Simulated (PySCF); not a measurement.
# La(NH2)3: forces at shaken geometries

Aim: move all atoms of relaxed La(NH2)3 at random and read energies and forces. The structure is generated, not taken from experiment.

Computed with PySCF 2.14.0. Level: BP86, La lcecp-1-SVP with ECP46, N def2-SVP, H def2-SVP; scalar-relativistic core potentials, no spin–orbit coupling.

3 further runs of the same task are left out: 1 for a known fault of the program, 2 that didn't finish.

## 1. The starting structure

10 atoms, charge 0, spin multiplicity 1.

Bond lengths: La1–N2 2.311 Å, La1–N5 2.310 Å, La1–N8 2.310 Å, N2–H3 1.033 Å, N2–H4 1.033 Å, N5–H6 1.033 Å, N5–H7 1.033 Å, N8–H9 1.033 Å, N8–H10 1.033 Å. Angles: N2–La1–N5 120.0°, N2–La1–N8 120.0°, N5–La1–N8 120.1°, La1–N2–H3 127.6°, La1–N2–H4 127.6°, H3–N2–H4 104.7°, La1–N5–H6 127.5°, La1–N5–H7 127.8°, H6–N5–H7 104.7°, La1–N8–H9 127.8°, La1–N8–H10 127.5°, H9–N8–H10 104.7°.

Coordinates:

```
La   -0.0015    0.0000    0.0000
N     2.3095   -0.0017   -0.0005
H     2.9406    0.8110    0.0869
H     2.9394   -0.8153   -0.0883
N    -1.1540    1.9903    0.2200
H    -0.7575    2.9383    0.3249
H    -2.1772    2.1313    0.2315
N    -1.1570   -1.9887   -0.2194
H    -2.1804   -2.1282   -0.2306
H    -0.7619   -2.9372   -0.3246
```

Formal oxidation states: La +3. The 4f shell is empty and lies in the core potential. An earlier session relaxed this geometry at BP86, La lcecp-1-SVP with ECP46, N def2-SVP, H def2-SVP (singlet, point group D3h).

Its energy there is -199.480821 Eh.

## 2. Atoms moved at random, σ = 0.06 Å

Contents of run.py (the lines that set the calculation):

```python
mol = gto.M(atom='''
La     0.06587    -0.03050    -0.04063
N      2.37796     0.02403     0.09313
H      2.84950     0.81492     0.11512
H      2.88033    -0.87333    -0.25567
N     -1.20280     2.01667     0.18453
H     -0.86820     2.98646     0.39995
H     -2.12733     2.19497     0.23303
N     -1.20366    -1.94057    -0.20178
H     -2.02971    -2.33357    -0.21950
H     -0.74197    -2.85908    -0.30818''',
    basis={'La': 'lcecp-1-SVP', 'N': 'def2-SVP', 'H': 'def2-SVP'},
    ecp={'La': 'lcecp-1-SVP'},
    charge=0, spin=0)
mf = dft.RKS(mol, xc='B88,P86')
mf.grids.atom_grid = (50, 194)  # f atoms: unpruned, at least (60, 302)
mf = mf.density_fit()  # fitting sets: La AutoAux, N def2-universal-JKFIT, H def2-universal-JKFIT
mf.conv_tol = 1e-08; mf.max_cycle = 55
mf.kernel(dm0)  # dm0: the density of the relaxed state
```

Run with:

```sh
$ OMP_NUM_THREADS=2 python run.py
```

## 3. Atoms moved at random, σ = 0.15 Å

Contents of run.py (the lines that set the calculation):

```python
mol = gto.M(atom='''
La     0.27931    -0.15815    -0.14695
N      2.26772     0.27639     0.20466
H      2.99772     0.88531     0.02538
H      2.94663    -0.78040    -0.25514
N     -1.24037     2.08365     0.25249
H     -1.00748     2.82195     0.45602
H     -1.96599     2.09095     0.22400
N     -1.24555    -1.87124    -0.13836
H     -2.44209    -2.20591    -0.18562
H     -0.58990    -3.14255    -0.43648''',
    basis={'La': 'lcecp-1-SVP', 'N': 'def2-SVP', 'H': 'def2-SVP'},
    ecp={'La': 'lcecp-1-SVP'},
    charge=0, spin=0)
mf = dft.RKS(mol, xc='B88,P86')
mf.grids.atom_grid = (50, 194)  # f atoms: unpruned, at least (60, 302)
mf = mf.density_fit()  # fitting sets: La AutoAux, N def2-universal-JKFIT, H def2-universal-JKFIT
mf.conv_tol = 1e-08; mf.max_cycle = 55
mf.kernel(dm0)  # dm0: the density of the relaxed state
```

## 4. Atoms moved at random, σ = 0.15 Å

Contents of run.py (the lines that set the calculation):

```python
mol = gto.M(atom='''
La     0.37388    -0.23015     0.01101
N      2.30327     0.06043     0.03078
H      2.95671     0.80064     0.24583
H      3.06463    -0.98552     0.07605
N     -1.27256     2.09819     0.16508
H     -1.01509     3.06599     0.24355
H     -2.12566     2.07005     0.25811
N     -1.13694    -1.86979    -0.25548
H     -2.25392    -2.08312    -0.55334
H     -0.89431    -2.92671    -0.22158''',
    basis={'La': 'lcecp-1-SVP', 'N': 'def2-SVP', 'H': 'def2-SVP'},
    ecp={'La': 'lcecp-1-SVP'},
    charge=0, spin=0)
mf = dft.RKS(mol, xc='B88,P86')
mf.grids.atom_grid = (50, 194)  # f atoms: unpruned, at least (60, 302)
mf = mf.density_fit()  # fitting sets: La AutoAux, N def2-universal-JKFIT, H def2-universal-JKFIT
mf.conv_tol = 1e-08; mf.max_cycle = 55
mf.kernel(dm0)  # dm0: the density of the relaxed state
```

What does the calculation give? Wanted: for each run, σ; energy rise; harmonic estimate −½ F·u; largest force component.

The runs gave:

| σ (Å) | energy rise (eV) | harmonic estimate −½ F·u (eV) | largest force component (eV/Å) |
| --- | --- | --- | --- |
| 0.06 | 1.409 | 1.361 | 7.28 |
| 0.15 | 10.866 | 11.429 | 36.88 |
| 0.15 | 4.831 | 4.630 | 13.59 |

Every displacement raises the energy. For a harmonic well the rise equals −½ F·u; the two differ by at most 5 % here (a move with σ = 0.15 Å), from anharmonicity, the grid and the small forces left at the relaxed point. These are double-zeta-type bases without diffuse functions. Spin–orbit coupling is left out.
